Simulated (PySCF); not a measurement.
# B₂FH₃O: spin-spin couplings at several levels of theory, part 2 of 2

PySCF 2.14.0. Atoms count from 0.

### Step 8. Indirect couplings: BHandHLYP/pcJ-1

The job: settings as JSON, then the geometry in Å.

```
{"job": {"kind": "j", "xc": "BHandHLYP", "basis": "pcJ-1"}, "charge": 0, "multiplicity": 1}
B     -1.243879    -0.519142    -0.036612
O      0.002856    -0.036183     0.008161
B      1.224340     0.500195    -0.008412
F      1.917058     0.546169     1.118433
H     -2.165943     0.236089     0.169253
H     -1.401047    -1.693517    -0.279275
H      1.702078     0.935705    -1.024061
```

With the program's defaults for keys left out, this is: BHandHLYP/pcJ-1 indirect spin-spin coupling, non-relativistic, gas phase.

Log:

```text
coarse grid: 6208 points
cycle   1  E = -226.5016292722  dE =  3.523e-01  |g| = 6.758e-01  |ddm| = 1.997e+00
cycle   2  E = -226.4879230750  dE =  1.371e-02  |g| = 7.779e-01  |ddm| = 6.808e-01
cycle   3  E = -226.5799193060  dE = -9.200e-02  |g| = 4.183e-02  |ddm| = 3.875e-01
cycle   4  E = -226.5801175332  dE = -1.982e-04  |g| = 3.626e-02  |ddm| = 4.449e-02
cycle   5  E = -226.5803120840  dE = -1.946e-04  |g| = 3.552e-03  |ddm| = 1.715e-02
cycle   6  E = -226.5803145264  dE = -2.442e-06  |g| = 6.174e-04  |ddm| = 3.290e-03
final grid: 61344 points
cycle   7  E = -226.6058770108  dE = -5.144e-05  |g| = 1.806e-03  |ddm| = 7.118e-03
cycle   8  E = -226.6058771268  dE = -1.160e-07  |g| = 1.232e-03  |ddm| = 1.163e-03
cycle   9  E = -226.6058773004  dE = -1.735e-07  |g| = 4.367e-04  |ddm| = 7.045e-04
cycle  10  E = -226.6058773285  dE = -2.812e-08  |g| = 6.792e-05  |ddm| = 2.235e-04
cycle  11  E = -226.6058773292  dE = -7.197e-10  |g| = 2.150e-05  |ddm| = 4.128e-05
converged SCF energy = -226.6058773292

Indirect spin-spin couplings (Hz)
  i      j    bonds     total        FC       PSO       DSO        SD
  0 B    1 O    1    -29.601   -35.363     6.034    -0.091    -0.180
  0 B    2 B    2      7.890     7.858     0.272    -0.349     0.109
  0 B    3 F    3     -1.489    -0.309    -0.619    -0.546    -0.015
  0 B    4 H    1    167.138   167.181    -1.054     0.587     0.425
  0 B    5 H    1    167.471   167.512    -1.052     0.585     0.426
  0 B    6 H    3      1.269     1.313     0.534    -0.598     0.021
  1 O    2 B    1    -41.125   -45.092     4.567    -0.156    -0.445
  1 O    3 F    2     -3.868   -24.552    22.159     0.110    -1.585
  1 O    4 H    2     -6.974    -7.673     0.659     0.134    -0.095
  1 O    5 H    2     -7.675    -8.379     0.669     0.133    -0.098
  1 O    6 H    2    -19.976   -20.330     0.283     0.131    -0.059
  2 B    3 F    1    -92.486   -43.022   -49.132     0.622    -0.954
  2 B    4 H    3      0.872     0.849     0.497    -0.501     0.026
  2 B    5 H    3      1.213     1.188     0.523    -0.523     0.026
  2 B    6 H    1    212.070   211.623    -1.236     1.219     0.463
  3 F    4 H    4      1.118     1.792     0.414    -0.991    -0.097
  3 F    5 H    4      1.124     1.800     0.436    -1.023    -0.089
  3 F    6 H    2    116.239   119.224    -1.774    -1.528     0.317
  4 H    5 H    2     23.714    23.642     2.041    -2.081     0.111
  4 H    6 H    4     -1.160    -1.033     0.960    -1.090     0.003
  5 H    6 H    4     -1.139    -1.012     0.984    -1.113     0.003
```

Run time: 9.7 s. Hardware: 1 thread of Arm Neoverse V1, shared host; peak memory 0.53 GiB.

This run: J(B2,H6) 212.1 Hz, J(B0,H4) 167.3 Hz, J(F3,H6) 116.2 Hz (means over like pairs).

### Step 9. Spin-spin couplings: B3LYP/pcJ-0

Same as in step 8 but for these lines:

```diff
@@ -1,2 +1,2 @@
-{"job": {"kind": "j", "xc": "BHandHLYP", "basis": "pcJ-1"}, "charge": 0, "multiplicity": 1}
+{"job": {"kind": "j", "xc": "B3LYP", "basis": "pcJ-0"}, "charge": 0, "multiplicity": 1}
 B     -1.243879    -0.519142    -0.036612
```

Level: B3LYP/pcJ-0 indirect spin-spin coupling, non-relativistic, gas phase.

Log:

```text
coarse grid: 6208 points
cycle   1  E = -226.2403839956  dE =  1.014e-01  |g| = 7.532e-01  |ddm| = 2.632e+00
cycle   2  E = -226.0792756178  dE =  1.611e-01  |g| = 1.217e+00  |ddm| = 1.284e+00
cycle   3  E = -226.3358326749  dE = -2.566e-01  |g| = 1.193e-01  |ddm| = 8.406e-01
cycle   4  E = -226.3378236941  dE = -1.991e-03  |g| = 6.262e-02  |ddm| = 1.210e-01
cycle   5  E = -226.3384081827  dE = -5.845e-04  |g| = 4.395e-03  |ddm| = 3.643e-02
cycle   6  E = -226.3384137724  dE = -5.590e-06  |g| = 1.226e-03  |ddm| = 6.317e-03
final grid: 61344 points
cycle   7  E = -226.2904576853  dE = -7.202e-05  |g| = 6.050e-03  |ddm| = 8.620e-03
cycle   8  E = -226.2904544912  dE =  3.194e-06  |g| = 7.144e-03  |ddm| = 7.901e-03
cycle   9  E = -226.2904616004  dE = -7.109e-06  |g| = 7.606e-04  |ddm| = 4.909e-03
cycle  10  E = -226.2904616817  dE = -8.128e-08  |g| = 2.316e-04  |ddm| = 6.212e-04
cycle  11  E = -226.2904616923  dE = -1.062e-08  |g| = 6.682e-05  |ddm| = 2.079e-04
cycle  12  E = -226.2904616931  dE = -8.387e-10  |g| = 7.207e-06  |ddm| = 4.991e-05
converged SCF energy = -226.2904616931

Indirect spin-spin couplings (Hz)
  i      j    bonds     total        FC       PSO       DSO        SD
  0 B    1 O    1    -13.755   -20.033     6.656    -0.107    -0.271
  0 B    2 B    2      4.609     4.982    -0.063    -0.341     0.030
  0 B    3 F    3     -1.190     0.351    -0.951    -0.522    -0.068
  0 B    4 H    1    143.085   143.202    -1.066     0.686     0.263
  0 B    5 H    1    143.217   143.330    -1.063     0.685     0.264
  0 B    6 H    3      0.875     1.240     0.217    -0.583     0.001
  1 O    2 B    1    -22.297   -26.492     4.880    -0.171    -0.514
  1 O    3 F    2     20.207    -6.081    28.865     0.083    -2.661
  1 O    4 H    2     -4.480    -5.385     0.841     0.118    -0.053
  1 O    5 H    2     -5.032    -5.929     0.838     0.117    -0.057
  1 O    6 H    2    -16.580   -17.081     0.405     0.114    -0.018
  2 B    3 F    1   -244.483  -185.768   -59.068     0.845    -0.493
  2 B    4 H    3      0.584     0.839     0.223    -0.486     0.008
  2 B    5 H    3      0.835     1.100     0.237    -0.509     0.006
  2 B    6 H    1    181.518   180.868    -0.933     1.307     0.276
  3 F    4 H    4     -1.001     0.048     0.082    -0.938    -0.193
  3 F    5 H    4     -1.020     0.042     0.100    -0.970    -0.192
  3 F    6 H    2     82.935    86.387    -2.599    -1.273     0.420
  4 H    5 H    2     16.570    17.047     1.256    -1.911     0.177
  4 H    6 H    4     -2.055    -1.495     0.496    -1.055    -0.001
  5 H    6 H    4     -2.044    -1.474     0.510    -1.079    -0.001
```

Run time: 3.4 s. Hardware: 1 thread of Arm Neoverse V1, shared host; peak memory 0.48 GiB.

In short: J(B2,F3) -244.5 Hz, J(B2,H6) 181.5 Hz, J(B0,H4) 143.2 Hz (means over like pairs).

### Step 10. J couplings: B3LYP/pcJ-2

Same as in step 9 but for these lines:

```diff
@@ -1,2 +1,2 @@
-{"job": {"kind": "j", "xc": "B3LYP", "basis": "pcJ-0"}, "charge": 0, "multiplicity": 1}
+{"job": {"kind": "j", "xc": "B3LYP", "basis": "pcJ-2"}, "charge": 0, "multiplicity": 1}
 B     -1.243879    -0.519142    -0.036612
```

Level: B3LYP/pcJ-2 indirect spin-spin coupling, non-relativistic, gas phase.

Log:

```text
coarse grid: 6208 points
cycle   1  E = -226.7154832418  dE =  3.393e-01  |g| = 8.050e-01  |ddm| = 1.603e+00
cycle   2  E = -226.4967974876  dE =  2.187e-01  |g| = 1.390e+00  |ddm| = 8.394e-01
cycle   3  E = -226.8153904421  dE = -3.186e-01  |g| = 1.098e-01  |ddm| = 5.735e-01
cycle   4  E = -226.8167474163  dE = -1.357e-03  |g| = 7.704e-02  |ddm| = 6.562e-02
cycle   5  E = -226.8175797670  dE = -8.324e-04  |g| = 6.017e-03  |ddm| = 2.530e-02
cycle   6  E = -226.8175868835  dE = -7.117e-06  |g| = 2.278e-03  |ddm| = 4.480e-03
final grid: 61344 points
cycle   7  E = -226.8167818055  dE = -1.649e-04  |g| = 4.313e-03  |ddm| = 4.741e-02
cycle   8  E = -226.8167801325  dE =  1.673e-06  |g| = 5.252e-03  |ddm| = 3.888e-03
cycle   9  E = -226.8167841559  dE = -4.023e-06  |g| = 1.045e-03  |ddm| = 2.255e-03
cycle  10  E = -226.8167842849  dE = -1.290e-07  |g| = 4.424e-04  |ddm| = 5.188e-04
cycle  11  E = -226.8167843227  dE = -3.778e-08  |g| = 1.133e-04  |ddm| = 2.078e-04
cycle  12  E = -226.8167843246  dE = -1.923e-09  |g| = 1.907e-05  |ddm| = 4.353e-05
cycle  13  E = -226.8167843246  dE = -6.980e-11  |g| = 2.546e-06  |ddm| = 1.043e-05
converged SCF energy = -226.8167843246

Indirect spin-spin couplings (Hz)
  i      j    bonds     total        FC       PSO       DSO        SD
  0 B    1 O    1    -25.099   -31.209     6.464    -0.087    -0.268
  0 B    2 B    2      9.166     9.155     0.258    -0.350     0.103
  0 B    3 F    3     -1.150     0.211    -0.802    -0.550    -0.010
  0 B    4 H    1    161.177   161.086    -1.113     0.587     0.616
  0 B    5 H    1    161.375   161.282    -1.110     0.586     0.617
  0 B    6 H    3      1.299     1.295     0.583    -0.598     0.019
  1 O    2 B    1    -36.945   -41.033     4.802    -0.152    -0.561
  1 O    3 F    2      8.895   -12.424    23.218     0.116    -2.015
  1 O    4 H    2     -6.800    -7.530     0.720     0.137    -0.127
  1 O    5 H    2     -7.466    -8.200     0.729     0.136    -0.132
  1 O    6 H    2    -20.526   -20.901     0.324     0.133    -0.082
  2 B    3 F    1   -128.950   -77.777   -51.038     0.583    -0.717
  2 B    4 H    3      0.915     0.844     0.540    -0.500     0.031
  2 B    5 H    3      1.233     1.163     0.565    -0.523     0.028
  2 B    6 H    1    205.050   204.582    -1.364     1.227     0.606
  3 F    4 H    4      0.552     1.141     0.552    -0.996    -0.146
  3 F    5 H    4      0.589     1.179     0.575    -1.028    -0.137
  3 F    6 H    2    112.876   116.391    -2.195    -1.559     0.239
  4 H    5 H    2     22.547    22.307     2.082    -2.081     0.239
  4 H    6 H    4     -1.348    -1.329     1.066    -1.089     0.004
  5 H    6 H    4     -1.324    -1.306     1.090    -1.113     0.004
```

Wall time 36 s (1 thread of Arm Neoverse V1, shared host); peak memory 0.89 GiB.

In short: J(B2,H6) 205.1 Hz, J(B0,H4) 161.3 Hz, J(B2,F3) -128.9 Hz (means over like pairs).

### Step 11. Indirect couplings: B3LYP/aug-cc-pVTZ-J

Same as in step 10 but for these lines:

```diff
@@ -1,2 +1,2 @@
-{"job": {"kind": "j", "xc": "B3LYP", "basis": "pcJ-2"}, "charge": 0, "multiplicity": 1}
+{"job": {"kind": "j", "xc": "B3LYP", "basis": "aug-cc-pVTZ-J"}, "charge": 0, "multiplicity": 1}
 B     -1.243879    -0.519142    -0.036612
```

Level: B3LYP/aug-cc-pVTZ-J indirect spin-spin coupling, non-relativistic, gas phase.

Log:

```text
coarse grid: 6208 points
cycle   1  E = -226.7083829827  dE =  3.407e-01  |g| = 7.957e-01  |ddm| = 4.729e+00
cycle   2  E = -226.4928844527  dE =  2.155e-01  |g| = 1.377e+00  |ddm| = 1.968e+00
cycle   3  E = -226.8065071108  dE = -3.136e-01  |g| = 1.077e-01  |ddm| = 1.272e+00
cycle   4  E = -226.8078027694  dE = -1.296e-03  |g| = 7.636e-02  |ddm| = 1.645e-01
cycle   5  E = -226.8086223053  dE = -8.195e-04  |g| = 6.065e-03  |ddm| = 6.110e-02
cycle   6  E = -226.8086295932  dE = -7.288e-06  |g| = 2.234e-03  |ddm| = 1.345e-02
final grid: 61344 points
cycle   7  E = -226.8054988803  dE = -2.110e-04  |g| = 4.251e-03  |ddm| = 1.622e-01
cycle   8  E = -226.8054977816  dE =  1.099e-06  |g| = 4.483e-03  |ddm| = 1.044e-02
cycle   9  E = -226.8055007424  dE = -2.961e-06  |g| = 1.298e-03  |ddm| = 5.316e-03
cycle  10  E = -226.8055009428  dE = -2.004e-07  |g| = 4.873e-04  |ddm| = 1.550e-03
cycle  11  E = -226.8055009899  dE = -4.709e-08  |g| = 9.818e-05  |ddm| = 7.394e-04
cycle  12  E = -226.8055009913  dE = -1.395e-09  |g| = 2.015e-05  |ddm| = 1.122e-04
cycle  13  E = -226.8055009914  dE = -7.185e-11  |g| = 2.161e-06  |ddm| = 2.940e-05
converged SCF energy = -226.8055009914

Indirect spin-spin couplings (Hz)
  i      j    bonds     total        FC       PSO       DSO        SD
  0 B    1 O    1    -25.513   -31.406     6.208    -0.089    -0.226
  0 B    2 B    2      9.280     9.282     0.248    -0.348     0.098
  0 B    3 F    3     -1.123     0.191    -0.764    -0.546    -0.004
  0 B    4 H    1    163.031   163.049    -1.103     0.591     0.494
  0 B    5 H    1    163.223   163.239    -1.100     0.589     0.495
  0 B    6 H    3      1.293     1.298     0.573    -0.596     0.017
  1 O    2 B    1    -37.465   -41.439     4.616    -0.154    -0.488
  1 O    3 F    2      7.651   -12.779    22.121     0.113    -1.804
  1 O    4 H    2     -6.910    -7.643     0.718     0.136    -0.120
  1 O    5 H    2     -7.590    -8.326     0.726     0.135    -0.125
  1 O    6 H    2    -20.769   -21.157     0.337     0.132    -0.081
  2 B    3 F    1   -128.523   -79.632   -48.672     0.613    -0.832
  2 B    4 H    3      0.906     0.843     0.534    -0.499     0.028
  2 B    5 H    3      1.230     1.168     0.558    -0.521     0.026
  2 B    6 H    1    207.823   207.447    -1.337     1.225     0.488
  3 F    4 H    4      0.591     1.156     0.564    -0.989    -0.140
  3 F    5 H    4      0.629     1.196     0.586    -1.022    -0.131
  3 F    6 H    2    114.121   117.865    -2.423    -1.530     0.208
  4 H    5 H    2     22.708    22.617     1.951    -2.068     0.206
  4 H    6 H    4     -1.365    -1.344     1.060    -1.087     0.005
  5 H    6 H    4     -1.342    -1.320     1.083    -1.110     0.005
```

It took 27 s on 1 thread of Arm Neoverse V1, shared host; peak memory 0.77 GiB.

Key values: J(B2,H6) 207.8 Hz, J(B0,H4) 163.1 Hz, J(B2,F3) -128.5 Hz (means over like pairs).

### Step 12. Side by side: spin-spin couplings

Couplings (Hz), each a mean over the pairs like the one named, with basis size and wall time:

| run | B2–F3 | B2–H6 | B0–H4 | F3–H6 | O1–B2 | O1–F3 | O1–H6 | functions | time |
| --- | --- | --- | --- | --- | --- | --- | --- | --- | --- |
| LDA/pcJ-1 | -183.5 | 162.7 | 124.8 | 90.2 | -26.2 | 25.3 | -17.9 | 138 | 6.5 s |
| PBE/pcJ-1 | -179.9 | 192.1 | 149.7 | 101.0 | -30.2 | 16.9 | -19.6 | 138 | 8.6 s |
| KT2/pcJ-1 | -212.2 | 209.7 | 158.7 | 115.2 | -20.0 | 23.0 | -23.4 | 138 | 8.9 s |
| PBE0/pcJ-1 | -140.7 | 194.3 | 151.5 | 103.0 | -34.4 | 7.4 | -18.7 | 138 | 17 s |
| B97-2/pcJ-1 | -135.1 | 195.0 | 154.7 | 98.2 | -37.2 | 10.6 | -18.0 | 138 | 12 s |
| CAM-B3LYP/pcJ-1 | -133.1 | 201.8 | 157.2 | 110.3 | -36.3 | 7.5 | -20.1 | 138 | 17 s |
| BHandHLYP/pcJ-1 | -92.5 | 212.1 | 167.3 | 116.2 | -41.1 | -3.9 | -20.0 | 138 | 9.7 s |
| B3LYP/pcJ-0 | -244.5 | 181.5 | 143.2 | 82.9 | -22.3 | 20.2 | -16.6 | 61 | 3.4 s |
| B3LYP/pcJ-2 | -128.9 | 205.1 | 161.3 | 112.9 | -36.9 | 8.9 | -20.5 | 276 | 36 s |
| B3LYP/aug-cc-pVTZ-J | -128.5 | 207.8 | 163.1 | 114.1 | -37.5 | 7.7 | -20.8 | 244 | 27 s |

### Step 13. Summary of results

The summary covers parts 1 to 2.

| quantity | value |
| --- | --- |
| largest coupling of the table (LDA/pcJ-1) | 1J(B,F) B2–F3, -183.5 Hz |
| range of J(B2,F3), mean over like pairs | -244.5 to -92.5 Hz |

In words: Single values in the summary come from the first run of each kind that ended normally (LDA/pcJ-1), which need not be the best level. In the run at LDA/pcJ-1, the largest coupling of the table is B2–F3, -183.5 Hz, of which the Fermi-contact term gives -129.8 Hz. The coupling B2–F3, as a mean over pairs of its kind, runs from -244.5 Hz (B3LYP/pcJ-0) to -92.5 Hz (BHandHLYP/pcJ-1).
